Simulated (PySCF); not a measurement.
**C3H6F2Ge: geometry, electronic excitations**

What electronic excitations should C3H6F2Ge (`F[C@@H]1C[C@H](F)[GeH2]1`) show?

Computed with PySCF 2.14.0, with density-fitted response routines of our own, on a single molecule in the gas phase. Atoms count from 0, in the outputs and in this text.

## (1) Starting geometry

12 atoms, charge 0, multiplicity 1; geometry from: GFN2-xTB. The atoms were then displaced at random by about 0.01 Å, so the start is not that level's minimum.

Bonds of the start (Å): F0–C1 1.36, C1–C2 1.54, C2–C3 1.55, C3–F4 1.39, C3–Ge5 1.98, Ge5–C1 2.01, C1–H6 1.09, C2–H7 1.06, C2–H8 1.11, C3–H9 1.08, Ge5–H10 1.51, Ge5–H11 1.52.

## (2) Relaxing the molecule at PBE0-D3(BJ)/def2-SVP

The job: settings as JSON, then the geometry in Å.

```
{"job": {"xc": "PBE0", "basis": "def2-SVP", "d3": "d3bj", "grid": 1, "shake": 0.01, "kind": "geom"}, "charge": 0, "multiplicity": 1}
F      0.069300     2.266520     0.525830
C      0.148590     1.166690    -0.272500
C     -1.081160     0.239540    -0.157200
C     -0.352310    -1.133880    -0.163920
F     -0.963180    -2.023920     0.716780
Ge     1.367930    -0.299050     0.362900
H      0.328400     1.528000    -1.289740
H     -1.806780     0.390030    -0.920170
H     -1.521570     0.399620     0.848960
H     -0.420490    -1.624460    -1.129030
H      1.626970    -0.299650     1.851170
H      2.643990    -0.637700    -0.382100
```

Run with:

```bash
$ OMP_NUM_THREADS=1 python probes_run.py task.json out
```

One launch serves the whole session: the jobs run in the order shown.

The program printed:

```text
step   0  E = -2393.47547270  max force = 0.038977
step   1  E = -2393.47677259  max force = 0.016047
step   2  E = -2393.47962074  max force = 0.004502
step   3  E = -2393.48014560  max force = 0.002560
step   4  E = -2393.48028319  max force = 0.001513
step   5  E = -2393.48045180  max force = 0.001462
step   6  E = -2393.48057126  max force = 0.001805
step   7  E = -2393.48065633  max force = 0.001481
step   8  E = -2393.48069642  max force = 0.000717
step   9  E = -2393.48071685  max force = 0.000567
step  10  E = -2393.48073049  max force = 0.000688
step  11  E = -2393.48073805  max force = 0.000383
optimisation converged
```

Run time: 90 s. Hardware: 1 thread of Arm Neoverse V1, shared host; peak memory 0.5 GiB.

Relaxation path:

| step | energy from step 0 (eV) | largest force component (eV/Å) |
| --- | --- | --- |
| 0 | 0.0000 | 2.0043 |
| 1 | -0.0354 | 0.8252 |
| 2 | -0.1129 | 0.2315 |
| 3 | -0.1272 | 0.1316 |
| 4 | -0.1309 | 0.0778 |
| 5 | -0.1355 | 0.0752 |
| 6 | -0.1387 | 0.0928 |
| 7 | -0.1411 | 0.0762 |
| 8 | -0.1421 | 0.0369 |
| 9 | -0.1427 | 0.0292 |
| 10 | -0.1431 | 0.0354 |
| 11 | -0.1433 | 0.0197 |

Close pairs (by a distance rule), those that changed most:

| bond | before (Å) | after (Å) | change (Å) |
| --- | --- | --- | --- |
| C2–H7 | 1.064 | 1.102 | +0.039 |
| C3–F4 | 1.393 | 1.368 | -0.026 |
| Ge5–H10 | 1.511 | 1.535 | +0.024 |
| Ge5–H11 | 1.516 | 1.539 | +0.023 |
| C2–C3 | 1.555 | 1.534 | -0.020 |
| C3–H9 | 1.085 | 1.103 | +0.019 |
| C3–Ge5 | 1.983 | 2.000 | +0.017 |
| C1–Ge5 | 2.010 | 1.999 | -0.011 |

The next job starts from the end point, and lists it.

| at the end point | value |
| --- | --- |
| point group (found at 0.08 Å tolerance) | Cs |
| rotational constants (GHz, main isotopes) | 3.007, 1.992, 1.313 |
| dipole moment (D) | 1.70 |

## (3) Ultraviolet spectrum: PBE0/aug-cc-pVDZ

The job: settings as JSON, then the geometry in Å.

```
{"job": {"kind": "uv", "xc": "PBE0", "basis": "aug-cc-pVDZ"}, "charge": 0, "multiplicity": 1}
F      1.116964     2.095372     0.425068
C      0.785503     0.933537    -0.217109
C     -0.726089     0.721437    -0.375277
C     -0.832672    -0.805046    -0.261429
F     -1.982413    -1.236932     0.340002
Ge     0.896509    -0.815722     0.743681
H      1.313725     0.908233    -1.185451
H     -1.188273     1.175196    -1.267272
H     -1.214019     1.153710     0.514695
H     -0.742774    -1.304348    -1.241341
H      0.702498    -0.674219     2.259487
H      2.002231    -1.827928     0.395935
```

Level: TDDFT PBE0/aug-cc-pVDZ, vertical, gas phase, core orbitals frozen in the response.

The program printed:

```text
coarse grid: 48392 points
cycle   1  E = -2393.9278186058  dE =  8.809e-02  |g| = 5.663e-01  |ddm| = 7.262e+00
cycle   2  E = -2393.8735066746  dE =  5.431e-02  |g| = 8.244e-01  |ddm| = 1.870e+00
cycle   3  E = -2393.9847132901  dE = -1.112e-01  |g| = 7.413e-02  |ddm| = 9.849e-01
cycle   4  E = -2393.9855617548  dE = -8.485e-04  |g| = 3.107e-02  |ddm| = 1.939e-01
cycle   5  E = -2393.9858011642  dE = -2.394e-04  |g| = 6.624e-03  |ddm| = 7.814e-02
cycle   6  E = -2393.9858116833  dE = -1.052e-05  |g| = 1.632e-03  |ddm| = 1.588e-02
cycle   7  E = -2393.9858123642  dE = -6.809e-07  |g| = 3.042e-04  |ddm| = 3.815e-03
final grid: 102104 points
cycle   8  E = -2393.9858247093  dE = -6.577e-08  |g| = 3.811e-04  |ddm| = 1.238e-02
cycle   9  E = -2393.9858246864  dE =  2.293e-08  |g| = 4.953e-04  |ddm| = 1.759e-03
cycle  10  E = -2393.9858247436  dE = -5.723e-08  |g| = 4.986e-05  |ddm| = 8.719e-04
cycle  11  E = -2393.9858247441  dE = -4.657e-10  |g| = 9.963e-06  |ddm| = 8.516e-05
converged SCF energy = -2393.9858247441

Static polarisability (au): isotropic 68.237, principal 60.647 65.291 78.774

Singlet excitations
state   eV       nm        f      main configurations
  1   6.4566    192.0   0.06906   H->L 0.93
  2   6.4803    191.3   0.01404   H-1->L 0.68, H->L+1 0.15, H->L+3 0.12
  3   6.5899    188.1   0.00105   H->L+1 0.81, H-1->L 0.12
  4   6.7715    183.1   0.01427   H->L+3 0.68, H-1->L 0.14, H->L+2 0.10
  5   6.9923    177.3   0.04775   H-1->L+1 0.93
  6   7.1069    174.5   0.05179   H->L+2 0.84, H->L+3 0.10
  7   7.2003    172.2   0.01209   H-1->L+3 0.80, H-1->L+2 0.10
  8   7.3881    167.8   0.00644   H->L+4 0.93
  9   7.4967    165.4   0.14523   H-1->L+2 0.76, H-1->L+3 0.09
 10   7.7459    160.1   0.00068   H->L+6 0.85

Triplet excitations (Tamm-Dancoff, eV): 5.5134 6.0762 6.2542 6.4749
```

Wall time 35 s (1 thread of Arm Neoverse V1, shared host); peak memory 0.8 GiB.

The orbitals next to the gap, with their largest atomic shares:

| orbital | eV | atoms |
| --- | --- | --- |
| HOMO−3 | -9.79 | Ge5 34 %, H10 20 %, H11 18 % |
| HOMO−2 | -9.40 | F0 21 %, F4 21 %, C2 20 % |
| HOMO−1 | -8.16 | Ge5 18 %, C1 16 %, C3 16 % |
| HOMO | -7.77 | C3 22 %, C1 22 %, Ge5 20 % |
| LUMO | -0.35 | Ge5 55 %, C3 10 %, C1 10 % |
| LUMO+1 | -0.16 | H9 17 %, H6 17 %, H11 14 % |
| LUMO+2 | 0.22 | Ge5 35 %, H10 21 %, H11 16 % |

With each of the 10 states as a Gaussian band of 0.4 eV half-width at 1/e, the curve within the window shown has maxima at 169 nm (ε 8,200) L/(mol cm). Beyond the last state computed it falls off for lack of states. The curve at chosen wavelengths:

nm, ε (L/mol/cm) and a bar:
```
      154        942 ##
      156       1804 #####
      159       3718 #############
      161       5190 ##################
      163       6538 ########################
      165       7546 ###########################
      168       8226 ##############################
      170       8186 ##############################
      172       7877 #############################
      175       7150 ##########################
      177       6612 ########################
      179       6101 ######################
      181       5662 ####################
      184       5174 ##################
      186       4940 #################
      188       4732 #################
      190       4496 ################
      193       4011 ##############
      195       3584 ############
      197       3093 ##########
      200       2313 #######
      202       1818 #####
      204       1377 ####
      206       1006 ##
      209        590 #
      211        397
```

Ground-state properties from the same run:

| property | computed |
| --- | --- |
| dipole moment (D) | 1.76 |
| polarisability (Å³) | 10.11 |
| HOMO–LUMO gap (eV) | 7.42 |
| −ε(HOMO) (eV) | 7.77 |

## (4) Ultraviolet spectrum: PBE0/def2-TZVPD

Same as in step 3 but for these lines:

```diff
@@ -1,2 +1,2 @@
-{"job": {"kind": "uv", "xc": "PBE0", "basis": "aug-cc-pVDZ"}, "charge": 0, "multiplicity": 1}
+{"job": {"kind": "uv", "xc": "PBE0", "basis": "def2-TZVPD"}, "charge": 0, "multiplicity": 1}
 F      1.116964     2.095372     0.425068
```

Method: TDDFT PBE0/def2-TZVPD, vertical, gas phase, core orbitals frozen in the response.

The program printed:

```text
coarse grid: 48392 points
cycle   1  E = -2394.0233982814  dE =  6.704e-02  |g| = 8.591e-01  |ddm| = 6.657e+00
cycle   2  E = -2393.9379250174  dE =  8.547e-02  |g| = 1.188e+00  |ddm| = 1.919e+00
cycle   3  E = -2394.1071757466  dE = -1.693e-01  |g| = 1.245e-01  |ddm| = 9.887e-01
cycle   4  E = -2394.1091822792  dE = -2.007e-03  |g| = 4.362e-02  |ddm| = 1.400e-01
cycle   5  E = -2394.1094470139  dE = -2.647e-04  |g| = 8.922e-03  |ddm| = 4.702e-02
cycle   6  E = -2394.1094637106  dE = -1.670e-05  |g| = 2.552e-03  |ddm| = 1.655e-02
cycle   7  E = -2394.1094653563  dE = -1.646e-06  |g| = 4.578e-04  |ddm| = 3.921e-03
final grid: 102104 points
cycle   8  E = -2394.1094760102  dE = -9.847e-08  |g| = 5.401e-04  |ddm| = 1.555e-02
cycle   9  E = -2394.1094759688  dE =  4.147e-08  |g| = 7.127e-04  |ddm| = 1.752e-03
cycle  10  E = -2394.1094760756  dE = -1.068e-07  |g| = 8.568e-05  |ddm| = 8.732e-04
cycle  11  E = -2394.1094760768  dE = -1.218e-09  |g| = 1.605e-05  |ddm| = 7.731e-05
cycle  12  E = -2394.1094760769  dE = -3.911e-11  |g| = 3.287e-06  |ddm| = 2.536e-05
converged SCF energy = -2394.1094760769

Static polarisability (au): isotropic 68.252, principal 60.647 65.327 78.780

Singlet excitations
state   eV       nm        f      main configurations
  1   6.5069    190.5   0.02076   H-1->L 0.73, H->L+2 0.13, H->L 0.08
  2   6.5141    190.3   0.07397   H->L 0.86
  3   6.7866    182.7   0.01022   H->L+1 0.44, H->L+2 0.37, H-1->L 0.15
  4   6.8566    180.8   0.00738   H->L+1 0.49, H->L+2 0.46
  5   7.2159    171.8   0.04151   H-1->L+2 0.55, H-1->L+1 0.39
  6   7.2557    170.9   0.01575   H-1->L+1 0.55, H-1->L+2 0.41
  7   7.3961    167.6   0.06311   H->L+3 0.94
  8   7.7978    159.0   0.16905   H-1->L+3 0.79
  9   7.8378    158.2   0.00845   H->L+4 0.95
 10   7.9106    156.7   0.02772   H-2->L 0.93

Triplet excitations (Tamm-Dancoff, eV): 5.5128 6.0748 6.2726 6.6539
```

It took 61 s on 1 thread of Arm Neoverse V1, shared host; peak memory 1.1 GiB.

Key values: HOMO -7.77 eV, LUMO -0.27 eV; lowest singlet 6.51 eV.

## (5) Side by side: electronic excitations

Excitations and ground-state properties, with basis size and wall time:

| run | lowest singlet (eV) | brightest (eV) | f | gap (eV) | α (Å³) | μ (D) | functions | time |
| --- | --- | --- | --- | --- | --- | --- | --- | --- |
| PBE0/aug-cc-pVDZ | 6.46 | 7.50 | 0.145 | 7.42 | 10.11 | 1.76 | 205 | 35 s |
| PBE0/def2-TZVPD | 6.51 | 7.80 | 0.169 | 7.50 | 10.11 | 1.75 | 299 | 61 s |

## (6) Outcome

| quantity | value |
| --- | --- |
| point group | Cs |
| rotational constants (main isotopes) | 3.01, 1.99, 1.31 GHz |
| lowest singlet (PBE0/aug-cc-pVDZ) | 6.46 eV (192 nm), f = 0.069 |
| brightest single state of those computed | state 9, 7.50 eV, f = 0.145 |
| lowest triplet | 5.51 eV |
| range of the lowest singlet | 6.46 to 6.51 eV |

The optimisation took 11 steps and gained 0.143 eV; among the close pairs (by a distance rule), C2–H7 changed most, from 1.064 to 1.102 Å. The lowest singlet, at 6.46 eV, is HOMO→LUMO 0.93 and is bright; of the 10 states computed, the strongest absorption comes from state 9 at 7.50 eV. The lowest triplet lies 0.94 eV below the lowest singlet (triplets in Tamm-Dancoff, singlets in full TDDFT). The lowest singlet runs from 6.46 eV (PBE0/aug-cc-pVDZ) to 6.51 eV (PBE0/def2-TZVPD), while the orbital gap spans 7.42 to 7.50 eV. The lowest state need not be the same one in every run.
